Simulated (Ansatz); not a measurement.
# Li2Pt, space group P6/mmm: an SCF with some post-processing

Computed with the Python package of Ansatz (0.2.0).

Interactive session:
```pycon
>>> from collections import Counter
>>> from pathlib import Path
>>> import json
>>> import warnings
>>> import ansatz as az
>>> import numpy as np
>>> import pandas as pd
>>> from pymatgen.core import Structure
>>> warnings.simplefilter("ignore", az.DeckWarning)
>>> xtal = (
...     az.Lattice.from_parameters(4.186, 4.186, 2.661, alpha=90, beta=90, gamma=120)
...     .space_group(191)
...     .atom("Li", [1 / 3, 2 / 3, 0.5])
...     .atom("Pt", [0.0, 0.0, 0.0])
... )
>>> len(xtal.resolved().sites)
3
>>> job = xtal.calculation()
>>> job = job.functional("pbesol").basis(31 * az.Ry)
>>> job = job.kpoints(6, 6, 9)
>>> job = job.occupations("fermi_dirac", width=0.1)
>>> job = job.bader_charges()
>>> job = job.density_of_states(energy_step=0.1, method="smearing", broadening_width=0.15).populations()
>>> job = job.stress()
>>> res = job.run(events_out="events.ndjson")

>>> report = res.report
>>> {key: value for key, value in report.items() if isinstance(value, (int, float)) and "ev" in key}
{'gap_by_band_count_ev': -1.3095925887131763, 'fermi_energy_ev': 10.114199900510526, 'harris_foulkes_ev': -12791.269833501097, 'free_energy_ev': -12791.269833500195, 'internal_energy_ev': -12791.243805624583, 'lagrangian_ev': -12791.269833500195, 'energy_sigma0_ev': -12791.256819562388, 'lagrangian_sigma0_ev': -12791.256819562388, 'lagrangian_above_aufbau_ev': -0.013834931669480861, 'entropy_ts_ev': 0.026027875613108233, 'loop_fermi_energy_ev': 10.114199900510526, 'occupations_fermi_energy_ev': 10.114199900510041}
>>> report["converged"], report["free_energy_ev"]
(True, -12791.269833500195)
>>> with open("events.ndjson") as stream:
...     kinds = Counter(json.loads(line)["event"] for line in stream)
...
>>> print("events:", {kind: kinds[kind] for kind in ("scf_iter", "scf_done", "notice", "finished")})
events: {'scf_iter': 6, 'scf_done': 1, 'notice': 2, 'finished': 1}
>>> n_atoms = len(report["lattice"]["sites"])
>>> print("F =", round(report["free_energy_ev"], 4), "eV for", n_atoms, "atoms")
F = -12791.2698 eV for 3 atoms
>>> print("E(sigma -> 0) =", round(report["energy_sigma0_ev"], 4), "eV, TS =", round(report["entropy_ts_ev"], 5), "eV")
E(sigma -> 0) = -12791.2568 eV, TS = 0.02603 eV
>>> print("closed by", report["closed_by"], "after", report["n_iterations"], "iterations")
closed by deck_thresholds after 6 iterations
>>> basins = res.bader_charges()
>>> frame = pd.DataFrame([(a.symbol, a.partial_charge_e, a.basin.volume_ang3) for a in basins.atoms], columns=["atom", "charge (e)", "volume (A^3)"])
>>> frame.round(3)
  atom  charge (e)  volume (A^3)
0   Li        0.83         3.503
1   Li        0.83         3.503
2   Pt       -1.66        33.375
>>> print("sum of charges", round(frame["charge (e)"].sum(), 4), " sum of volumes", round(frame["volume (A^3)"].sum(), 3))
sum of charges 0.0  sum of volumes 40.381
>>> final = Structure(res.lattice.cell_ang, [s.symbol for s in res.lattice.sites], [s.position_frac for s in res.lattice.sites])
>>> shortest = {}
>>> for site, neighbours in zip(final, final.get_all_neighbors(5.0)):
...     for other in neighbours:
...         pair = "-".join(sorted((site.specie.symbol, other.specie.symbol)))
...         shortest[pair] = min(shortest.get(pair, 9e9), other.nn_distance)
...
>>> for pair, distance in sorted(shortest.items(), key=lambda item: item[1]):
...     print(f"shortest {pair:6s} {distance:.4f} A")
...
shortest Li-Li  2.4168 A
shortest Pt-Pt  2.6610 A
shortest Li-Pt  2.7588 A
>>> dos = res.density_of_states()
>>> energy = np.asarray(dos.energies_ev) - dos.fermi_ev
>>> states, count = np.asarray(dos.spin_summed_g_bin_mean_per_ev), np.asarray(dos.spin_summed_integrated)
>>> g_fermi = float(np.interp(0.0, energy, states))
>>> print(f"g(E_F) = {g_fermi:.3f} states/eV per cell")
g(E_F) = 0.520 states/eV per cell
>>> gamma = np.pi ** 2 / 3 * 8.617333e-5 ** 2 * g_fermi * 96485.33e3 / len(res.lattice.sites)
>>> print(f"bare Sommerfeld coefficient {gamma:.2f} mJ/(mol of atoms K^2)")
bare Sommerfeld coefficient 0.41 mJ/(mol of atoms K^2)
>>> for low, high in ((-10, -6), (-6, -3), (-3, 0), (0, 3)):
...     print(f"states between {low} and {high} eV: {np.interp(high, energy, count) - np.interp(low, energy, count):.3f}")
...
states between -10 and -6 eV: 0.342
states between -6 and -3 eV: 5.383
states between -3 and 0 eV: 6.247
states between 0 and 3 eV: 2.655
>>> files = Path(res.write_results("tables"))
>>> print((files / "populations.tsv").read_text())
# site	symbol	l	j	q
# orbitals = lowdin
# n_electrons = 24.000000
# spilling = 0.010389
0	Li	0_1S	-	1.954396
0	Li	0_2S	-	0.632722
1	Li	0_1S	-	1.954396
1	Li	0_2S	-	0.632722
2	Pt	0_5S	-	1.974176
2	Pt	0_6S	-	1.230872
2	Pt	1_5P	-	5.993636
2	Pt	2_5D	-	9.377734
>>> principal = np.linalg.eigvalsh(np.array(report["stress_gpa"]))
>>> mises = np.sqrt(0.5 * sum((principal[i] - principal[i - 1]) ** 2 for i in range(3)))
>>> print("principal stresses (GPa, compression positive):", np.round(principal, 3))
principal stresses (GPa, compression positive): [-3.543 -0.678 -0.678]
>>> print(f"mean {principal.mean():.3f} GPa, von Mises {mises:.3f} GPa, PV = {principal.mean() * report['setup']['cell_volume_ang3'] / 160.21766:.4f} eV")
mean -1.633 GPa, von Mises 2.865 GPa, PV = -0.4116 eV
```

Notes:
- Absolute energies stand on the zero of these potentials, so only differences at equal settings mean something. A total without «per atom» is that of the cell as typed.
- The run is spin-unpolarised.
- For a metal this k-point mesh is coarse: on a finer one energies can move by several to tens of meV an atom and pressures by half a GPa or more, differences at one mesh by less.
- An absolute Fermi energy rests on an arbitrary zero of the periodic potential and has no direct meaning.
- Bader volumes count only the part of each basin above a small density, so their sum can fall short of the cell.
- A gap by band count of zero or less means overlapping bands, a metal.
- The structure is a deposited one; some such entries were measured under pressure or heat, so a shift against it needn't be the functional's error alone.
- Gaps and levels are Kohn-Sham values on a finite set of k-points, without spin-orbit coupling.
- The computed bands are complete only to about 6.3 eV above the Fermi level; beyond that the density of states is undercounted.
- Wall time of the script: 20 s on 1 thread of Intel(R) Xeon(R) Platinum 8488C (Sapphire Rapids), with other jobs on the host, peak memory 0.45 GiB.

(Lines on the test bed's own set-up are left out of the output.)
